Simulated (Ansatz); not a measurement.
A nudged elastic band was laid between two geometries of a periodic cell of 21 atoms, H2C18O (surface graphene monolayer, adsorbate H2O).

Level of theory: Ansatz 0.2.0, DFT PBE, scalar-relativistic, plane waves, PAW. Settings: cutoff 420 eV, k mesh 2x2x1, gaussian smearing 0.05 eV, no spin polarisation.

```
movable images  : 3
climbing image  : yes
spring          : 5.0 eV/Å²
optimiser       : quadratic models (default)
start path      : default
force threshold : 0.05 eV/Å
iteration limit : 6
end points      : relaxed
```

Initial state:

```xyz
21
Lattice="7.3980 0.0000 0.0000 -3.6990 6.4069 0.0000 0.0000 0.0000 11.0000" Properties=species:S:1:pos:R:3
C 0.065 0.007 0.718
C 1.312 0.727 0.719
C -1.164 2.157 0.717
C 0.065 2.867 0.718
C -2.387 4.282 0.718
C -1.164 4.987 0.719
C 2.535 0.021 0.720
C 3.764 0.731 0.721
C 1.312 2.147 0.718
C 2.535 2.853 0.718
C 0.065 4.278 0.718
C 1.313 4.999 0.718
C 5.012 0.010 0.719
C 6.234 0.717 0.718
C 3.764 2.144 0.719
C 5.012 2.864 0.718
C 2.535 4.293 0.718
C 3.764 5.002 0.718
O 3.826 1.550 4.345
H 2.984 1.731 4.790
H 3.567 1.301 3.443
```

Final state:

Only the atoms that move by more than 0.05 Å are listed.
```
O19 6.292 1.550 4.345
H20 5.450 1.731 4.790
H21 6.033 1.301 3.443
```

Question: What changes between the two ends?

Answer: The atom that moves furthest is O19, by 2.47 Å.

Question: What energy profile does the band end with?

Answer: It did not converge within its limit. The highest image is number 2 of 0 to 4, 0.001 eV above the ends, which have the same energy within 2 meV. The band didn't meet its force threshold, so its energies are provisional: the largest band force was still 0.23 eV/Å, and over the last iterations the top stayed at 0.00 eV. Limits of this set-up: slab without dipole correction, no dispersion correction for a molecule that may bind weakly.

| image | path coordinate (Å) | energy (eV) |
| --- | --- | --- |
| 0 | 0.00 | 0.000 |
| 1 | 1.02 | -0.001 |
| 2 | 2.03 | 0.001 |
| 3 | 3.05 | 0.001 |
| 4 | 4.13 | 0.000 |

Run time: 2 min on 1 thread of Arm Neoverse V2 (shared host), peak memory 0.81 GiB.
